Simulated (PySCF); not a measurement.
# C2H8ClPSn: the cost of one run

Computed with PySCF 2.14.0 and routines of our own; the level stands in each step. Atoms count from 0.

## Step 1: The starting structure

13 atoms, charge 0, multiplicity 1; geometry from: GFN2-xTB.

## Step 2: Optimising the geometry at PBE0-D3(BJ)/def2-SVP

The job: settings as JSON, then the geometry in Å.

```
{"job": {"xc": "PBE0", "basis": "def2-SVP", "d3": "d3bj", "grid": 1, "maxiter": 30, "shake": 0.01, "kind": "geom"}, "charge": 0, "multiplicity": 1}
C     -1.083000    -1.397510    -0.220040
C     -0.912010    -0.382060     0.890080
Sn     0.373900     1.352780     0.249050
P      2.701820     1.002510    -0.787550
Cl    -0.850980     2.428660    -1.404580
H     -1.569920    -0.895710    -1.091320
H     -1.749150    -2.178450     0.109980
H     -0.143930    -1.813380    -0.539430
H     -1.853460     0.061600     1.224070
H     -0.428780    -0.835960     1.764170
H      0.466940     2.526160     1.570610
H      2.130950     0.206050    -1.778650
H      2.923440    -0.091560     0.003300
```

Run with:

```console
> OMP_NUM_THREADS=1 python heavy_run.py task.json out
```

One launch serves the whole session: the jobs run in the order shown.

Q: Estimate the wall time and peak memory of this first job on 1 thread of Arm Neoverse V1, shared host.

About 1.7 min, with a peak of 0.52 GiB.
